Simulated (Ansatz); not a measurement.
**CH₃AlF₂: vertical ionisation energy**

Aim: the vertical ionisation energy of CH₃AlF₂, as cation minus neutral at the neutral's geometry, on several levels, and how well −ε(HOMO) stands in for it.

Method: unrestricted cation, the program's frozen cores in correlated methods; program: Ansatz 0.2.0, Gaussian basis.

The runs, in order: UKS PBE-D4/def2-TZVPP; UKS r2SCAN-D4/def2-TZVPP; UKS PBE0-D4/def2-TZVPP; UKS B3LYP-D4/def2-TZVPP; UKS wB97X-V/def2-TZVPP; UKS wB97M-V/def2-TZVPP; UKS B2PLYP/def2-TZVPP; UHF-CCSD(T)/def2-TZVPP; UHF-MP2/def2-QZVPP; extrapolation to the limit; then −ε(HOMO) from the neutral's earlier runs with LDA (SPW92), PBE-D4, revPBE-D4, BLYP-D4, r2SCAN-D4, B97M-V, PBE0-D4, B3LYP-D4, r2SCANh-D4, r2SCAN0-D4, HSE06-D4, BHLYP-D4, CAM-B3LYP-D4, LC-ωPBE, ωB97X-V, ωB97M-V.

## (1) The geometry

The geometry comes from an earlier relaxation with PBE0-D4 in a triple-zeta def2 set; it is a stationary point, not always the lowest conformer.

SMILES `[CH3][Al]([F])[F]`, 7 atoms, charge 0, spin multiplicity 1.

Atoms are counted from 1 here; the program's logs count them from 0.

Bond lengths: C1–Al2 1.926 Å, C1–H5 1.091 Å, C1–H6 1.093 Å, C1–H7 1.093 Å, Al2–F3 1.644 Å, Al2–F4 1.644 Å. Angles: Al2–C1–H5 111.8°, Al2–C1–H6 110.6°, Al2–C1–H7 110.6°, H5–C1–H6 108.4°, H5–C1–H7 108.4°, H6–C1–H7 106.8°, C1–Al2–F3 121.5°, C1–Al2–F4 122.4°, F3–Al2–F4 116.1°.

## (2) Cation, UKS PBE-D4/def2-TZVPP

in.yaml

```yaml
crystal:
  periodic: [false, false, false]
  atoms:
    - {symbol: C, position_ang: [-0.253552, 0.825862, -0.238718]}
    - {symbol: Al, position_ang: [0.293123, -0.956217, 0.245542]}
    - {symbol: F, position_ang: [1.513171, -1.219526, 1.315503]}
    - {symbol: F, position_ang: [-0.423417, -2.297642, -0.378636]}
    - {symbol: H, position_ang: [-1.075800, 0.815979, -0.956116]}
    - {symbol: H, position_ang: [-0.573396, 1.384518, 0.645143]}
    - {symbol: H, position_ang: [0.581070, 1.378926, -0.678219]}
basis:
  gaussian: {orbitals: def2-TZVPP}
total_charge: 1
magnetization: {spin_polarized: true, initial_magnetization: 1}
hamiltonian: {xc: pbe, dispersion: d4}
```

Further steps of the session: Cation, UKS r2SCAN-D4/def2-TZVPP; Cation, UKS PBE0-D4/def2-TZVPP; Cation, UKS B3LYP-D4/def2-TZVPP; Cation, UKS wB97X-V/def2-TZVPP; Cation, UKS wB97M-V/def2-TZVPP; Cation, UKS B2PLYP (frozen core)/def2-TZVPP; Cation, UHF-CCSD(T)/def2-TZVPP; Cation, UHF-MP2/def2-QZVPP.

**Question.** What will the summary of the whole plan be? Wanted: ionisation energy, CCSD(T)/CBS; nearest functional by difference; nearest −ε(HOMO); −ε(HOMO) of PBE; T1 of the cation.

The runs gave:

| quantity | value |
| --- | --- |
| ionisation energy, CCSD(T)/CBS | 12.04 eV |
| nearest functional by difference | ωB97M-V (-0.09 eV) |
| nearest −ε(HOMO) | LC-ωPBE (+0.09 eV) |
| −ε(HOMO) of PBE | 7.92 eV |
| T1 of the cation | 0.018 |

Energy differences with functionals land within 0.54 eV of the reference. The PBE orbital energy is 4.1 eV too small: a semilocal HOMO is no ionisation energy. Among orbital estimates LC-ωPBE comes nearest. Hartree-Fock falls 1.12 eV short, as the neutral has more correlation energy than the cation.
